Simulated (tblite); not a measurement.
# CH5FOSi: the cost of one run

Computed with tblite 0.8.0 and PySCF 2.14.0; each step states its level. No surroundings beyond the atoms listed, unless a continuum is named. Atoms count from 0, parts from 1.

### Step 1. The system as given

9 atoms, charge 0, multiplicity 1; geometry: rigid parts in contact. Parts: 1 = atoms 0–4, `F[SiH3]`, charge 0; 2 = atoms 5–8, `C=O`, charge 0.

### Step 2. Search for minima with GFN2-xTB

What the job is given:

```
{"job": {"kind": "dock", "xc": "GFN2-xTB", "basis": "xTB"}, "charge": 0, "multiplicity": 1, "parts": [{"atoms": "0-4", "charge": 0, "multiplicity": 1}, {"atoms": "5-8", "charge": 0, "multiplicity": 1}]}
Si    -0.091366     0.009197     0.016479
F      1.482791    -0.147846    -0.260736
H     -0.423149     1.353155    -0.429032
H     -0.721882    -1.033904    -0.776552
H     -0.246394    -0.180601     1.449840
C     -3.324515     2.260208     0.905390
O     -2.366597     1.563941     0.768643
H     -4.224248     1.937271     1.455674
H     -3.385155     3.281106     0.492191
```

Level: GFN2-xTB search for minima from random contacts, gas phase.

On the command line:

```console
OMP_NUM_THREADS=1 python cluster_run.py task.json out
```

This one command runs all jobs of the session in turn.

Q: Estimate the wall time of this first job on 1 thread of Arm Neoverse V1, shared host.

About 8.6 s.
